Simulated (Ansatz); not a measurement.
# CH5FN2Si: basis-set convergence

An exercise on one series of results from a longer session: the logs are not shown, and one member is left open.

The runs use Ansatz 0.2.0, Gaussian basis; one geometry, several basis sets.

Levels to be run: PBE0-D4/def2-SVP; ωB97M-V/def2-SVP; PBE0-D4/def2-QZVPP; ωB97M-V/def2-QZVPP; the functionals' def2-TZVPP values are taken from earlier runs.

## The geometry

All runs share one geometry, relaxed beforehand with PBE0-D4 in a triple-zeta def2 set.

SMILES `N=C[SiH](N)F`, 10 atoms, charge 0, spin multiplicity 1.

Atoms are counted from 1 here; the program's logs count them from 0.

Bond lengths: N1–C2 1.270 Å, N1–H6 1.024 Å, C2–Si3 1.881 Å, C2–H7 1.097 Å, Si3–N4 1.693 Å, Si3–F5 1.607 Å, Si3–H8 1.480 Å, N4–H9 1.007 Å, N4–H10 1.006 Å. Angles: C2–N1–H6 110.7°, N1–C2–Si3 124.7°, N1–C2–H7 116.1°, Si3–C2–H7 119.2°, C2–Si3–N4 109.4°, C2–Si3–F5 103.5°, C2–Si3–H8 114.8°, N4–Si3–F5 115.1°, N4–Si3–H8 107.9°, F5–Si3–H8 106.4°, Si3–N4–H9 122.3°, Si3–N4–H10 122.0°, H9–N4–H10 112.0°.

Set-up of the first run:

in.yaml reads:

```yaml
crystal:
  periodic: [false, false, false]
  atoms:
    - {symbol: N, position_ang: [0.171567, 1.748200, 1.499316]}
    - {symbol: C, position_ang: [0.461808, 0.560815, 1.153280]}
    - {symbol: Si, position_ang: [-0.498478, -0.453524, -0.107176]}
    - {symbol: N, position_ang: [0.545495, -0.943058, -1.346974]}
    - {symbol: F, position_ang: [-1.678752, 0.536855, -0.562998]}
    - {symbol: H, position_ang: [-0.664918, 2.074038, 1.007497]}
    - {symbol: H, position_ang: [1.347053, 0.121645, 1.630340]}
    - {symbol: H, position_ang: [-1.155302, -1.661871, 0.438870]}
    - {symbol: H, position_ang: [1.231553, -0.325511, -1.748499]}
    - {symbol: H, position_ang: [0.323072, -1.708890, -1.960756]}
basis:
  gaussian: {orbitals: def2-SVP}
hamiltonian: {xc: pbe0, dispersion: d4}
output: {orbitals: {seedname: orbitals}}
```

Steps of the session up to this table: PBE0-D4 in def2-SVP; ωB97M-V in def2-SVP; PBE0-D4 in def2-QZVPP; ωB97M-V in def2-QZVPP.

One of the session's tables, all rows but one given; the rest of the session is left out.

It belongs to the step «Functionals by basis». 

| functional | basis | HOMO (eV) |
| --- | --- | --- |
| PBE0-D4 | def2-SVP | ? |
| PBE0-D4 | def2-TZVPP | -7.29 |
| PBE0-D4 | def2-QZVPP | -7.33 |
| ωB97M-V | def2-SVP | -9.36 |
| ωB97M-V | def2-TZVPP | -9.62 |
| ωB97M-V | def2-QZVPP | -9.66 |

Estimate the missing values for PBE0-D4, def2-SVP.

**Answer.** HOMO (eV): -7.05. In the column «HOMO (eV)» it is the highest.
